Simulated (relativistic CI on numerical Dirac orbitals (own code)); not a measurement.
# Ru²⁺: L2,3 absorption multiplets

Wanted: the shape of the L2,3 absorption spectrum of Ru²⁺ in 5 surroundings, from the same atomic integrals.

Program: relativistic CI on numerical Dirac orbitals (own code) version 1. Level of theory: Dirac-Coulomb-Breit CI, KLI orbitals optimised for each configuration, model QED (radiative potential, 1s self-energy scaled to tabulated hydrogen-like ionisation energies), valence Slater integrals scaled by 0.7, multiplet model of core-to-valence dipole absorption. These are calculated values, not measurements, unless marked.

**1. What is computed**

- ion: Ru²⁺ (Ru III)
- nuclear charge: 44
- electrons: 42
- configurations: [Kr] 4d6 → [He] 2s2 2p5 3s2 3p6 3d10 4s2 4p6 4d7
- magnetising field for the dichroism, Lz and Sz: exchange field 10 meV on Sz; these come from the lowest magnetised state alone (0 K)
- temperature of the isotropic spectrum: 10 K
- widths: Lorentz 1.6 eV, Gauss 0.5 eV
- surrounding 1: free ion
- surrounding 2: Td, 10Dq = -7600 cm⁻¹
- surrounding 3: D4h, 10Dq = 21850, Ds = 1050, Dt = 430 cm⁻¹
- surrounding 4: D4h, 10Dq = 10150, Ds = 2890, Dt = 790 cm⁻¹
- surrounding 5: Oh, 10Dq = 17150 cm⁻¹

**2. Surrounding 1: free ion**

Settings of the run:

```ini
atom Ru  Z=44  charge=2  electrons=42
nucleus A=102  rms_radius_fm=4.4809
hamiltonian dirac-coulomb  breit=on  qed=on  c_scale=1
orbitals kli  potential=per-configuration
slater_scale 0.7
correlation none
mixing on
configurations
  [Kr] 4d6
  [He] 2s2 2p5 3s2 3p6 3d10 4s2 4p6 4d7
end
absorption L2,3 T=10 lorentz=1.6 gauss=0.5
crystal_field free
```

Main fields of the result record, rounded, shortened:

```text
status: converged
curve, one point in 2 above 2 % of the maximum [energy, isotropic, mcd, ld] [eV; bohr^2/eV]:
  - [2833.75, 1.598e-06, -1.028e-06, 4.283e-07]
  - [2834.25, 1.878e-06, -1.17e-06, 5.121e-07]
  - [2834.75, 2.238e-06, -1.341e-06, 6.222e-07]
  - [2835.25, 2.714e-06, -1.55e-06, 7.703e-07]
  - [2835.75, 3.359e-06, -1.803e-06, 9.757e-07]
  - [2836.25, 4.266e-06, -2.109e-06, 1.27e-06]
  - [2836.75, 5.597e-06, -2.469e-06, 1.711e-06]
  - [2837.25, 7.661e-06, -2.855e-06, 2.406e-06]
  - [2837.75, 1.109e-05, -3.145e-06, 3.573e-06]
  - [2838.25, 1.73e-05, -2.955e-06, 5.701e-06]
  - [2838.75, 2.929e-05, -1.771e-06, 1.007e-05]
  - [2839.25, 5.009e-05, -4.289e-06, 2.001e-05]
  - [2839.75, 7.067e-05, -2.888e-05, 3.395e-05]
  - [2840.25, 7.445e-05, -6.917e-05, 2.808e-05]
  - [2840.75, 6.621e-05, -9.436e-05, 3.512e-06]
  - [2841.25, 4.869e-05, -8.139e-05, -9.324e-06]
  - [2841.75, 2.971e-05, -4.959e-05, -6.795e-06]
  - [2842.25, 1.772e-05, -2.772e-05, -2.902e-06]
  - [2842.75, 1.134e-05, -1.654e-05, -1.063e-06]
  - [2843.25, 7.797e-06, -1.075e-05, -3.425e-07]
  - [2843.75, 5.667e-06, -7.48e-06, -5.547e-08]
  - [2844.25, 4.301e-06, -5.474e-06, 7.179e-08]
  - [2844.75, 3.378e-06, -4.166e-06, 1.278e-07]
  - [2845.25, 2.724e-06, -3.271e-06, 1.497e-07]
  - [2845.75, 2.244e-06, -2.633e-06, 1.547e-07]
  - [2846.25, 1.881e-06, -2.164e-06, 1.514e-07]
  - [2846.75, 1.6e-06, -1.81e-06, 1.442e-07]
  - [2966.25, 1.787e-06, -2.441e-07, 1.971e-06]
  - "... 12 more rows left out ..."
sticks, the strongest [energy, strength] [eV, bohr^2]:
  - [2839.52, 3.746e-05]
  - [2839.75, 1.32e-05]
  - [2839.79, 3.456e-05]
  - [2839.83, 2.98e-06]
  - [2840, 5.752e-05]
  - [2840.22, 6.726e-06]
  - [2840.26, 6.446e-06]
  - [2840.69, 2.442e-05]
  - [2840.83, 5.783e-05]
  - [2841.19, 1.693e-05]
  - [2968.93, 1.552e-05]
  - [2969.03, 1.451e-05]
  - [2969.25, 2.556e-05]
  - [2969.4, 3.898e-06]
total [bohr^2]: 0.000325433
centroid [eV]: 2865.11
radial 2p6 4d6 [Ha, bohr]: {"<r^-3>(4d)": 6.0126, "<r^1>(4d)": 1.5212, "<r^2>(4d)": 2.7519, "<r^4>(4d)": 13.982, "F2(4d,4d)": 0.29808, "F4(4d,4d)": 0.19436, "zeta(4d)": 0.0046108}
radial 2p5 4d7 [Ha, bohr]: {"<r^-3>(2p)": 2849.7, "<r^1>(2p)": 0.12576, "<r^2>(2p)": 0.019321, "<r^4>(2p)": 0.00074158, "zeta(2p)": 3.1576, "<r^-3>(4d)": 6.9853, "<r^1>(4d)": 1.4329, "<r^2>(4d)": 2.4423, "<r^4>(4d)": 11.034, "F2(4d,4d)": 0.31646, "F4(4d,4d)": 0.20657, "F2(2p,4d)": 0.0729, "G1(2p,4d)": 0.060361, "G3(2p,4d)": 0.035146, "zeta(4d)": 0.0057123}
ground_degeneracy: 9
ground_Lz: -2.01847
ground_Sz: -1.98153
ground_S: 1.98534
core_spin_orbit_splitting [eV]: 133.349
branching_ratio: 0.80721
edge_boundary [eV]: 2906.16
mcd_integrals: [-0.239269, -0.0157366]
```

Run time: 0.48 s. Hardware: 1 thread, shared host.

**3. Surrounding 2: Td, 10Dq = -7600**

Settings: those of step 2 with these lines changed.

```diff
@@ -12,2 +12,2 @@
 absorption L2,3 T=10 lorentz=1.6 gauss=0.5
-crystal_field free
+crystal_field Td 10Dq=-7600
```

From the record:

```text
status: converged
curve, one point in 4 above 2 % of the maximum [energy, isotropic, mcd, ld] [eV; bohr^2/eV]:
  - [2833.5, 1.389e-06, -4.01e-07, 5.686e-07]
  - [2834.5, 1.924e-06, -5.052e-07, 8.263e-07]
  - [2835.5, 2.85e-06, -6.378e-07, 1.303e-06]
  - [2836.5, 4.673e-06, -7.559e-07, 2.328e-06]
  - [2837.5, 9.119e-06, -4.838e-07, 5.129e-06]
  - [2838.5, 2.306e-05, 1.574e-06, 1.501e-05]
  - [2839.5, 5.011e-05, -6.392e-06, 2.879e-05]
  - [2840.5, 6.466e-05, -4.166e-05, 1.661e-05]
  - [2841.5, 3.891e-05, -3.141e-05, -1.814e-06]
  - [2842.5, 1.738e-05, -1.001e-05, -3.327e-06]
  - [2843.5, 7.645e-06, -3.571e-06, -5.652e-07]
  - [2844.5, 4.072e-06, -2.031e-06, 9.941e-08]
  - [2845.5, 2.544e-06, -1.284e-06, 2.128e-07]
  - [2846.5, 1.745e-06, -8.836e-07, 2.133e-07]
  - [2965.75, 1.339e-06, 3.474e-07, 8.663e-07]
  - [2966.75, 2.498e-06, 3.65e-07, 1.795e-06]
  - [2967.75, 6.029e-06, -1.483e-07, 5.011e-06]
  - [2968.75, 1.552e-05, 2.826e-06, 1.305e-05]
  - [2969.75, 2.088e-05, 1.288e-05, 7.685e-06]
  - [2970.75, 1.173e-05, 1.223e-05, -7.442e-07]
  - [2971.75, 5.665e-06, 6.93e-06, -1.366e-06]
  - [2972.75, 2.391e-06, 2.529e-06, -1.86e-07]
sticks, the strongest [energy, strength] [eV, bohr^2]:
  - [2838.89, 1.579e-05]
  - [2839.33, 2.888e-05]
  - [2839.81, 2.098e-05]
  - [2840.02, 1.734e-05]
  - [2840.14, 1.69e-05]
  - [2840.19, 2.476e-05]
  - [2840.56, 5.627e-05]
  - [2969.46, 2.42e-05]
total [bohr^2]: 0.000324339
centroid [eV]: 2870.67
ground_degeneracy: 1
ground_Lz: -0.461585
ground_Sz: -1.80304
ground_S: 1.97261
core_spin_orbit_splitting [eV]: 133.349
branching_ratio: 0.765536
edge_boundary [eV]: 2906.94
mcd_integrals: [-0.107965, 0.0454151]
```

Wall time 0.45 s (1 thread, shared host).

**4. Surrounding 3: D4h, 10Dq = 21850, Ds = 1050, Dt = 430**

Settings: those of step 3 with these lines changed.

```diff
@@ -12,2 +12,2 @@
 absorption L2,3 T=10 lorentz=1.6 gauss=0.5
-crystal_field Td 10Dq=-7600
+crystal_field D4h 10Dq=21850 Ds=1050 Dt=430
```

From the record:

```text
status: converged
curve, one point in 4 above 2 % of the maximum [energy, isotropic, mcd, ld] [eV; bohr^2/eV]:
  - [2834.5, 1.575e-06, 6.116e-10, 2.992e-07]
  - [2835.5, 2.232e-06, 9.216e-10, 4.932e-07]
  - [2836.5, 3.407e-06, 1.538e-09, 9.014e-07]
  - [2837.5, 5.823e-06, 3.02e-09, 1.918e-06]
  - [2838.5, 1.204e-05, 7.811e-09, 5.175e-06]
  - [2839.5, 3.326e-05, 2.44e-08, 1.967e-05]
  - [2840.5, 7.263e-05, 1.457e-08, 2.147e-05]
  - [2841.5, 5.319e-05, -1.203e-09, -2.939e-05]
  - [2842.5, 1.971e-05, 9.135e-09, -9.85e-06]
  - [2843.5, 8.878e-06, 2.68e-09, -3.192e-06]
  - [2844.5, 4.879e-06, 6.774e-11, -1.357e-06]
  - [2845.5, 3.037e-06, 5.182e-10, -5.341e-07]
  - [2846.5, 2.009e-06, 4.771e-10, -2.715e-07]
  - [2966.25, 1.647e-06, -1.462e-09, 3.946e-07]
  - [2967.25, 3.17e-06, -3.247e-09, 1.082e-06]
  - [2968.25, 8.02e-06, -9.926e-09, 4.022e-06]
  - [2969.25, 2.165e-05, -2.155e-08, 9.664e-06]
  - [2970.25, 2.253e-05, -2.423e-09, -1.237e-05]
  - [2971.25, 8.473e-06, 9.405e-10, -5.223e-06]
  - [2972.25, 3.562e-06, 1.447e-09, -1.631e-06]
  - [2973.25, 1.905e-06, 6.153e-10, -7.056e-07]
sticks, the strongest [energy, strength] [eV, bohr^2]:
  - [2840.07, 1.618e-05]
  - [2840.33, 7.125e-05]
  - [2840.53, 7.835e-06]
  - [2841, 0.0001034]
  - [2841.3, 1.154e-05]
  - [2969.23, 8.759e-06]
  - [2969.37, 2.537e-05]
  - [2970.07, 4.317e-05]
total [bohr^2]: 0.000323964
centroid [eV]: 2873.24
ground_degeneracy: 1
ground_Lz: 0.000236893
ground_Sz: -0.000372593
ground_S: 0.0632038
core_spin_orbit_splitting [eV]: 133.349
branching_ratio: 0.748531
edge_boundary [eV]: 2909.07
mcd_integrals: [7.16912e-05, -3.8364e-05]
```

It took 0.4 s on 1 thread, shared host.

**5. Surrounding 4: D4h, 10Dq = 10150, Ds = 2890, Dt = 790**

Settings: those of step 4 with these lines changed.

```diff
@@ -12,2 +12,2 @@
 absorption L2,3 T=10 lorentz=1.6 gauss=0.5
-crystal_field D4h 10Dq=21850 Ds=1050 Dt=430
+crystal_field D4h 10Dq=10150 Ds=2890 Dt=790
```

From the record:

```text
status: converged
curve, one point in 4 above 2 % of the maximum [energy, isotropic, mcd, ld] [eV; bohr^2/eV]:
  - [2833.5, 1.525e-06, -1.984e-09, -1.411e-07]
  - [2834.5, 2.109e-06, -2.662e-09, -1.445e-07]
  - [2835.5, 3.113e-06, -3.616e-09, -1.086e-07]
  - [2836.5, 5.061e-06, -4.709e-09, 7.467e-08]
  - [2837.5, 9.652e-06, -3.808e-09, 8.923e-07]
  - [2838.5, 2.409e-05, 1.141e-08, 5.247e-06]
  - [2839.5, 6.173e-05, -7.258e-08, 1.091e-05]
  - [2840.5, 6.801e-05, -5.305e-07, -3.013e-05]
  - [2841.5, 4.247e-05, 9.16e-08, -2.795e-05]
  - [2842.5, 1.694e-05, 1.766e-07, -8.762e-06]
  - [2843.5, 7.654e-06, 5.665e-08, -3.417e-06]
  - [2844.5, 4.243e-06, 1.941e-08, -1.765e-06]
  - [2845.5, 2.682e-06, 6.97e-09, -1.038e-06]
  - [2846.5, 1.855e-06, 3.07e-09, -6.803e-07]
  - [2966.5, 1.579e-06, 1.116e-07, -8.321e-07]
  - [2967.5, 3.635e-06, 2.749e-07, -1.646e-06]
  - [2968.5, 1.043e-05, 7.978e-07, -4.173e-06]
  - [2969.5, 1.256e-05, 6.447e-07, -8.85e-06]
  - [2970.5, 1.09e-05, 5.126e-07, -1.214e-05]
  - [2971.5, 5.254e-06, 3.264e-07, -5.708e-06]
  - [2972.5, 2.106e-06, 1.263e-07, -2.101e-06]
sticks, the strongest [energy, strength] [eV, bohr^2]:
  - [2839.5, 2.568e-05]
  - [2839.56, 1.133e-05]
  - [2839.69, 1.082e-05]
  - [2839.83, 1.037e-05]
  - [2839.9, 1.88e-05]
  - [2839.96, 1.312e-05]
  - [2840.13, 2.435e-05]
  - [2840.97, 4.112e-05]
total [bohr^2]: 0.000326083
centroid [eV]: 2862.03
ground_degeneracy: 1
ground_Lz: 0.0266547
ground_Sz: -0.0276754
ground_S: 1.92346
core_spin_orbit_splitting [eV]: 133.349
branching_ratio: 0.832023
edge_boundary [eV]: 2906.78
mcd_integrals: [-0.000274482, 0.003376]
```

Run time: 0.41 s. Hardware: 1 thread, shared host.

**6. Surrounding 5: Oh, 10Dq = 17150**

Settings: those of step 5 with these lines changed.

```diff
@@ -12,2 +12,2 @@
 absorption L2,3 T=10 lorentz=1.6 gauss=0.5
-crystal_field D4h 10Dq=10150 Ds=2890 Dt=790
+crystal_field Oh 10Dq=17150
```

From the record:

```text
status: converged
curve, one point in 3 above 2 % of the maximum [energy, isotropic, mcd, ld] [eV; bohr^2/eV]:
  - [2834.75, 1.801e-06, -1.082e-11, 3.698e-12]
  - [2835.5, 2.362e-06, 2.274e-12, 4.913e-12]
  - [2836.25, 3.229e-06, 3.545e-11, 6.817e-12]
  - [2837, 4.672e-06, 1.227e-10, 1.003e-11]
  - [2837.75, 7.326e-06, 3.759e-10, 1.603e-11]
  - [2838.5, 1.295e-05, 1.223e-09, 2.901e-11]
  - [2839.25, 2.727e-05, 3.874e-09, 6.171e-11]
  - [2840, 6.408e-05, 1.786e-10, 1.306e-10]
  - [2840.75, 8.403e-05, -1.284e-08, 2.276e-10]
  - [2841.5, 4.312e-05, -4.74e-09, 1.121e-10]
  - [2842.25, 2.034e-05, -3.764e-10, -1.683e-11]
  - [2843, 1.125e-05, 6.335e-10, -3.813e-11]
  - [2843.75, 6.804e-06, -3.712e-10, -1.974e-11]
  - [2844.5, 4.558e-06, -2.872e-10, -8.638e-12]
  - [2845.25, 3.195e-06, -2.314e-11, -3.444e-12]
  - [2846, 2.304e-06, 6.549e-11, -7.403e-13]
  - [2966.5, 1.966e-06, -6.04e-11, -1.529e-11]
  - [2967.25, 3.296e-06, -1.505e-10, -2.569e-11]
  - [2968, 6.444e-06, -4.115e-10, -5.032e-11]
  - [2968.75, 1.518e-05, -1.247e-09, -1.187e-10]
  - [2969.5, 2.83e-05, -2.131e-09, -2.218e-10]
  - [2970.25, 1.85e-05, 1.647e-09, -1.437e-10]
  - [2971, 8.057e-06, 2.61e-09, -6.091e-11]
  - [2971.75, 4.196e-06, 2.992e-09, -3.698e-11]
  - [2972.5, 2.535e-06, 2.332e-09, -2.066e-11]
  - [2973.25, 1.775e-06, 1.15e-09, -6.212e-12]
sticks, the strongest [energy, strength] [eV, bohr^2]:
  - [2839.97, 5.612e-06]
  - [2840.5, 2.225e-05]
  - [2840.54, 0.0001827]
  - [2840.78, 2.574e-06]
  - [2840.85, 1.956e-05]
  - [2841.23, 5.204e-06]
  - [2842.48, 4.047e-06]
  - [2969.57, 7.412e-05]
total [bohr^2]: 0.000324192
centroid [eV]: 2871.94
ground_degeneracy: 1
ground_Lz: -2.38111e-05
ground_Sz: -0.000423667
ground_S: 0.0791441
core_spin_orbit_splitting [eV]: 133.349
branching_ratio: 0.757395
edge_boundary [eV]: 2908.72
mcd_integrals: [-1.0103e-05, 6.52394e-06]
```

Run time: 0.44 s. Hardware: 1 thread, shared host.

**7. The spectra side by side**

| surrounding | ground S | Lz (0 K) | Sz (0 K) | centroid (eV) | share of the lower edge | up to four highest peaks (% of the highest), eV |
| --- | --- | --- | --- | --- | --- | --- |
| 1: free | 1.99 | -2.02 | -1.98 | 2865.11 | 0.807 | 2840.0 (100), 2969.2 (29) |
| 2: Td | 1.97 | -0.46 | -1.80 | 2870.67 | 0.766 | 2840.2 (100), 2969.5 (33) |
| 3: D4h | 0.06 | 0.00 | 0.00 | 2873.24 | 0.749 | 2840.8 (100), 2969.8 (34) |
| 4: D4h | 1.92 | 0.03 | -0.03 | 2862.03 | 0.832 | 2840.0 (100), 2969.0 (18) |
| 5: Oh | 0.08 | 0.00 | 0.00 | 2871.94 | 0.757 | 2840.5 (100), 2969.5 (33) |

**8. Summary of results**

```
                                 quantity           value
                  highest peak, first run       2840.0 eV
      ground spin (effective S from ⟨S²⟩)    0.06 to 1.99
                  share of the lower edge  0.749 to 0.832
core spin-orbit splitting (without Breit)       133.35 eV
```

In words: The ground spin changes between the runs (1.99 to 0.06), and the line shape with it. The lower edge takes 0.81 of the intensity in surrounding 1, above the statistical 0.67. The position of the maximum differs by up to 0.8 eV between the surroundings, by shifts of peaks or by peaks exchanging rank. Edge positions are free-ion values and differ from those in solids by a few eV or more.
